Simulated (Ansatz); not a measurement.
**CHFGa (quartet): the correlation ladder at a displaced geometry (v1), cc-pVDZ**

One table from this session's results is given with a row withheld; the runs are named, their logs left out.

Program: Ansatz 0.2.0, Gaussian basis. Level of theory: cc-pVDZ, core rule «outside noble gas», up to 16 orbitals frozen. These are calculated values, not measurements.

Plan: UHF; CCSD(T) on ROHF; CCSD(T) on UHF; BCCD(T) on ROHF; CISD; CCSDT(Q) on ROHF; CCSDT(Q) on UHF.

24 further runs of the same task are left out: 2 for a mislabelled method, 10 that didn't finish, 12 set aside as unsound or not needed.

### The system

The geometry is a PBE0/def2-TZVP stationary point (not a proven minimum) with its atoms shifted at random (size 0.040 Å). No spin-orbit coupling is included. The filled d shell of Ga may be among the frozen orbitals whatever the setting's name suggests; the logs give the count.

4 atoms, charge 0, spin multiplicity 4.

Atoms are counted from 1 here; the program's logs count them from 0.

Bond lengths: F1–C2 1.324 Å, C2–Ga3 1.986 Å, C2–H4 1.083 Å. Angles: F1–C2–Ga3 124.8°, F1–C2–H4 112.3°, Ga3–C2–H4 122.9°.

Set-up of the first run:

Contents of in.yaml:

```yaml
crystal:
  periodic: [false, false, false]
  atoms:
    - {symbol: F, position_ang: [-0.031649, -0.364144, 2.132321]}
    - {symbol: C, position_ang: [-0.032483, 0.495655, 1.124886]}
    - {symbol: Ga, position_ang: [0.015481, -0.008187, -0.795939]}
    - {symbol: H, position_ang: [-0.087295, 1.523738, 1.462267]}
basis:
  gaussian: {orbitals: cc-pVDZ}
magnetization: {spin_polarized: true, initial_magnetization: 3}
hamiltonian: {xc: hf}
output: {orbitals: {seedname: orbitals}}
```

Launch:

```bash
$ ansatz run in.yaml --threads 1 --pin off --events-out ev --progress --plain --max-ram 2393MiB
```

Steps of the session up to this table: UHF; CCSD(T) on ROHF; CCSD(T) on UHF; BCCD(T) on ROHF; CISD; CCSDT(Q) on ROHF; CCSDT(Q) on UHF.

One table of the session follows, with a row left open; its other results are not shown here.

```
   method  from RCCSDT(Q) (meV)
     ROHF               +9935.7
      UHF               +9750.7
     RMP2                +939.9
     UMP2                     ?
    RCCSD                +303.8
    UCCSD                +279.8
 RCCSD(T)                 +49.1
 UCCSD(T)                 +33.9
  BCCD(T)                 +48.3
   RCCSDT                 +19.6
   UCCSDT                  +1.9
RCCSDT(Q)                     0
UCCSDT(Q)                 -21.0
```

Estimate the missing values for UMP2.

The run gave: from RCCSDT(Q) (meV): +957.2. In the column «from RCCSDT(Q) (meV)» it lies between RMP2 (+939.9) and UHF (+9750.7).

Not comparable, so not listed: CISD (they don't share determinant, frozen orbitals or solution with the rows shown, or repeat one).

Caveats from the session: Restricted and unrestricted rows rest on different reference determinants; where their highest levels disagree by more than a few hundredths of an eV, they describe different states and don't form one ladder.
